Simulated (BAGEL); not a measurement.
**BClF2 (chlorodifluoroborane) at 4 levels**

Aim: a comparison of 4 runs (B3LYP/6-31G*, B3LYP/aug-cc-pVDZ, PBE0/aug-cc-pVDZ, RI-MP2/aug-cc-pVDZ) of BClF2 (chlorodifluoroborane). 

The results are computed with BAGEL 1.2.2.

2 further runs of the same task are left out: 2 set aside as unsound or not needed. Runs told in other sessions of the task aren't counted.

### Step 1. The structure to begin with

BClF2: 4 atoms, total charge 0, spin state singlet. SMILES: `FB(F)Cl`. The coordinates come from a PBE0-D4/def2-TZVP relaxation.

Bond lengths: F1–B2 1.310 Å, B2–F3 1.310 Å, B2–Cl4 1.740 Å. Angles: F1–B2–F3 119.0°, F1–B2–Cl4 120.5°, F3–B2–Cl4 120.5°.

### Step 2. The energy at B3LYP/6-31G(d) (density fitting with qzvpp-jkfit, spherical functions) (run 1)

File input.json:

```json
{ "bagel" : [

{
  "title" : "molecule",
  "basis" : "6-31gs.json",
  "df_basis" : "qzvpp-jkfit",
  "angstrom" : "true",
  "geometry" : [
    { "atom" : "F", "xyz" : [      -0.173700,      -1.254300,      -0.546300 ] },
    { "atom" : "B", "xyz" : [      -0.067100,      -0.041300,      -0.062000 ] },
    { "atom" : "F", "xyz" : [      -1.011600,       0.830100,      -0.317700 ] },
    { "atom" : "Cl", "xyz" : [       1.307900,       0.405300,       0.905700 ] }
  ]
},

{
  "title" : "ks",
  "xc_func" : "b3lyp"
},

{
  "title" : "print",
  "file" : "orbitals.molden",
  "orbitals" : "true"
}

]}
```

The basis set 6-31G* is read from a file made from the Basis Set Exchange's data (not shown).

Command:

```console
$ BAGEL_NUM_THREADS=1 BAGEL input.json > input.out
```

The program printed:

```text
* using 1 threads per process

  ===============================================================
  ===============================================================

  *** Geometry ***

  { "atom" : "F", "xyz" : [     -0.328245,     -2.370283,     -1.032357 ] },
  { "atom" : "B", "xyz" : [     -0.126801,     -0.078046,     -0.117163 ] },
  { "atom" : "F", "xyz" : [     -1.911647,      1.568662,     -0.600366 ] },
  { "atom" : "Cl", "xyz" : [      2.471573,      0.765906,      1.711525 ] },

  Number of auxiliary basis functions:      357

  Since a DF basis is specified, we compute 2- and 3-index integrals:
    o Being stored without compression. Storage requirement is 0.010 GB

  Number of basis functions:       60
  Number of electrons      :       40

    * METHOD: MOLECULE                             0.09

  *** Kohn-Sham DFT ***

    * Removing 6234 points whose weight is below 1.00e-10
    * Grid points: 53390

  === Nuclear Repulsion ===
   142.1363007535

       - DIIS with orbital gradients will be used.

  === KS iteration (b3lyp / 6-31gs.json) ===
      0       -668.16459691          0.15897947           0.11
      1       -664.63003792          0.18934527           0.09
      2       -660.87434642          0.15027899           0.08
[... 18 lines of this table left out ...]
     21       -684.88330922          0.00000000           0.09
    * SCF iteration converged.

    * Permanent dipole moment:
           (    0.044136,     0.014040,     0.030873) a.u.

    * METHOD: KS                                   1.95

    * METHOD: PRINT                                0.01

  ===============================================================
```

It took 2.2 s on 1 thread of Arm Neoverse V2, shared host; peak memory 0.19 GiB.

### Step 3. The energy at B3LYP/aug-cc-pVDZ (density fitting with qzvpp-jkfit) (run 2)

input.json: that of step 2 with these lines changed.

```diff
@@ -4,5 +4,5 @@
   "title" : "molecule",
-  "basis" : "6-31gs.json",
+  "basis" : "aug-cc-pvdz.json",
   "df_basis" : "qzvpp-jkfit",
-  "angstrom" : "true",
+  "angstrom" : true,
   "geometry" : [
@@ -15,12 +15,5 @@
 
-{
-  "title" : "ks",
-  "xc_func" : "b3lyp"
-},
+{ "title" : "ks", "xc_func" : "b3lyp" },
 
-{
-  "title" : "print",
-  "file" : "orbitals.molden",
-  "orbitals" : "true"
-}
+{ "title" : "print", "file" : "orbitals.molden", "orbitals" : true }
```

The basis set aug-cc-pVDZ is read from a file made from the Basis Set Exchange's data (not shown).

Command:

```console
$ BAGEL_NUM_THREADS=1 BAGEL input.json > input.out
```

The program printed:

```text
* using 1 threads per process

  ===============================================================
  ===============================================================

  *** Geometry ***

  { "atom" : "F", "xyz" : [     -0.328245,     -2.370283,     -1.032357 ] },
  { "atom" : "B", "xyz" : [     -0.126801,     -0.078046,     -0.117163 ] },
  { "atom" : "F", "xyz" : [     -1.911647,      1.568662,     -0.600366 ] },
  { "atom" : "Cl", "xyz" : [      2.471573,      0.765906,      1.711525 ] },

  Number of auxiliary basis functions:      357

  Since a DF basis is specified, we compute 2- and 3-index integrals:
    o Being stored without compression. Storage requirement is 0.026 GB

  Number of basis functions:       96
  Number of electrons      :       40

    * METHOD: MOLECULE                             0.11

  *** Kohn-Sham DFT ***

    * Removing 6234 points whose weight is below 1.00e-10
    * Grid points: 53390

  === Nuclear Repulsion ===
   142.1363007535

       - DIIS with orbital gradients will be used.

  === KS iteration (b3lyp / aug-cc-pvdz.json) ===
      0       -666.03204109          0.08739128           0.19
      1       -654.03494883          0.17131937           0.18
      2       -668.38548189          0.12455688           0.18
[... 14 lines of this table left out ...]
     17       -684.94188584          0.00000000           0.20
    * SCF iteration converged.

    * Permanent dipole moment:
           (   -0.067171,    -0.022124,    -0.047467) a.u.

    * METHOD: KS                                   3.59

    * METHOD: PRINT                                0.02

  ===============================================================
```

Run time: 3.9 s. Hardware: 1 thread of Arm Neoverse V2, shared host; peak memory 0.26 GiB.

Run 3 isn't shown in full; the table further down has it.

### Step 4. The energy at RI-MP2/aug-cc-pVDZ (density fitting with qzvpp-jkfit) (run 4)

File job.json:

```json
{ "bagel" : [

{
  "title" : "molecule",
  "basis" : "aug-cc-pvdz.json",
  "df_basis" : "qzvpp-jkfit",
  "angstrom" : "true",
  "geometry" : [
    { "atom" : "F", "xyz" : [   -0.173700,   -1.254300,   -0.546300 ] },
    { "atom" : "B", "xyz" : [   -0.067100,   -0.041300,   -0.062000 ] },
    { "atom" : "F", "xyz" : [   -1.011600,    0.830100,   -0.317700 ] },
    { "atom" : "Cl", "xyz" : [    1.307900,    0.405300,    0.905700 ] }
  ]
},
{ "title" : "hf" },
{ "title" : "mp2", "ncore" : 8 }

]}
```

The basis set aug-cc-pVDZ is read from a file made from the Basis Set Exchange's data (not shown).

Command:

```console
$ BAGEL_NUM_THREADS=1 BAGEL job.json > job.out
```

The program printed:

```text
* using 1 threads per process

  ===============================================================
  ===============================================================

  *** Geometry ***

  { "atom" : "F", "xyz" : [     -0.328245,     -2.370283,     -1.032357 ] },
  { "atom" : "B", "xyz" : [     -0.126801,     -0.078046,     -0.117163 ] },
  { "atom" : "F", "xyz" : [     -1.911647,      1.568662,     -0.600366 ] },
  { "atom" : "Cl", "xyz" : [      2.471573,      0.765906,      1.711525 ] },

[... 23 lines left out ...]
    * SCF iteration converged.
[... 1 line left out ...]
    * Permanent dipole moment:
[... 2 lines left out ...]
    * METHOD: HF                                   0.63

  *** RHF ***

  === Nuclear Repulsion ===
   142.1363007535

      * DIIS with orbital gradients will be used.

  === RHF iteration (aug-cc-pvdz.json) ===
      0       -683.25716129          0.00000000           0.04
    * SCF iteration converged.

    * Permanent dipole moment:
           (   -0.077605,    -0.025539,    -0.054842) a.u.

  === DF-MP2 calculation ===

    * freezing 8 orbitals
    * 3-index integral transformation done
    * assembly done

      MP2 correlation energy:   -0.6273852110      0.03

      MP2 total energy:       -683.8845464983

    * METHOD: MP2                                  0.12

  ===============================================================
```

Run time: 1 s. Hardware: 1 thread of Arm Neoverse V2, shared host.

### Step 5. The series

```csv
run,level,frozen core orbitals,energy (Eh),dipole moment (D),HOMO energy (eV),LUMO energy (eV),wall time
1,"B3LYP/6-31G* (density fitting with qzvpp-jkfit, spherical functions)",–,-684.883309,0.14,-9.38,-0.01,2.2 s
2,B3LYP/aug-cc-pVDZ (density fitting with qzvpp-jkfit),–,-684.941886,0.22,-9.65,-0.58,3.9 s
3,PBE0/aug-cc-pVDZ (density fitting with qzvpp-jkfit),–,-684.551966,0.21,-9.95,-0.32,3.6 s
4,RI-MP2/aug-cc-pVDZ (density fitting with qzvpp-jkfit),8,-683.884547,–,–,–,1 s
```

### Step 6. Summary of results

| quantity | value |
| --- | --- |
| run 4: total energy | -683.88455 Eh |
| run 4: correlation energy (8 core orbitals frozen) | -627.4 mEh |

**Reading.** Over runs 1, 2, 3 the dipole moment (its size) runs from 0.14 D (B3LYP/6-31G*) to 0.22 D (B3LYP/aug-cc-pVDZ). The two dipoles point in opposite directions. Over runs 1, 2, 3 the HOMO–LUMO gap runs from 9.06 eV (B3LYP/aug-cc-pVDZ) to 9.62 eV (PBE0/aug-cc-pVDZ). Totals of different functionals can't be ranked against each other. All runs together took 11 s, the longest 3.9 s.
